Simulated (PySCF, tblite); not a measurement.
# C₆H₈N radical: geometry, infrared bands and EPR parameters

Wanted: the infrared bands and EPR parameters of C₆H₈N radical (`C=CN=C1C[CH]C1`), by calculation.

The runs use tblite 0.8.0 and PySCF 2.14.0, with density-fitted response routines of our own; the level of theory stands in each step. All values are computed, except where a source is named. Atoms count from 0, in the outputs and in this text.

## Step 1: The starting structure

15 atoms, charge 0, multiplicity 2; geometry from: force field or distance geometry start.

Bonds of the start (Å): C0–C1 1.34, C1–N2 1.43, N2–C3 1.28, C3–C4 1.48, C4–C5 1.52, C5–C6 1.53, C6–C3 1.51, C0–H7 1.09, C0–H8 1.07, C1–H9 1.08, C4–H10 1.09, C4–H11 1.11, C5–H12 1.10, C6–H13 1.09, C6–H14 1.10.

## Step 2: Optimising the geometry with GFN2-xTB

What the job is given:

```
{"job": {"kind": "relax", "xc": "GFN2-xTB", "basis": "xTB"}, "charge": 0, "multiplicity": 2}
C      2.786300     0.247100    -0.126600
C      1.802300    -0.109600    -0.960600
N      0.696300     0.779300    -1.110400
C     -0.422800     0.388900    -0.619500
C     -1.830100     0.826700    -0.458200
C     -1.809500     0.072700     0.865900
C     -0.840600    -0.854500     0.135400
H      3.644100    -0.414800     0.015300
H      2.726200     1.179700     0.399300
H      1.850400    -1.059300    -1.482600
H     -2.014400     1.901400    -0.381900
H     -2.461600     0.243600    -1.157900
H     -2.761900    -0.396300     1.150800
H     -1.342200    -1.537200    -0.555200
H     -0.026900    -1.259500     0.758700
```

Started as:

```
$ OMP_NUM_THREADS=1 python probes_run.py task.json out
```

One launch serves the whole session: the jobs run in the order shown.

**Question.** This job is followed by: GFN2-xTB harmonic vibrations, gas phase; UKS B3LYP, pcH-1 on C H N, non-relativistic, mean-field spin-orbit, GIAO. Predict these results of the whole session: strongest single infrared mode (GFN2-xTB); zero-point energy (GFN2-xTB); g(iso) (B3LYP); ⟨S²⟩; largest a(iso) (averaged by class); surface potential, 1st and 99th percentile.

As calculated:

```
                                 quantity                      value
strongest single infrared mode (GFN2-xTB)      1821 cm⁻¹, 199 km/mol
             zero-point energy (GFN2-xTB)              73.9 kcal/mol
                           g(iso) (B3LYP)                    2.00266
                                     ⟨S²⟩         0.754 (exact 0.75)
       largest a(iso) (averaged by class)  1H on H10, H11, 119.1 MHz
    surface potential, 1st and 99th percentile         -1.48 V and 0.83 V
```

What this shows: Relaxing lowered the energy by 1.244 eV in 130 steps; the close pair that moved most is C1–N2, from 1.427 to 1.376 Å. All 39 modes are real, so the xTB geometry is a minimum. The strongest single mode, at 1821 cm⁻¹, moves mainly C3 and N2. GFN2-xTB is a fitted tight-binding method: band positions and strengths are rough. Its intensities can rank the bands wrongly. C5 carries the largest spin population, 1.02 e. The isotropic g lies 0.3 ppt above the free-electron value.
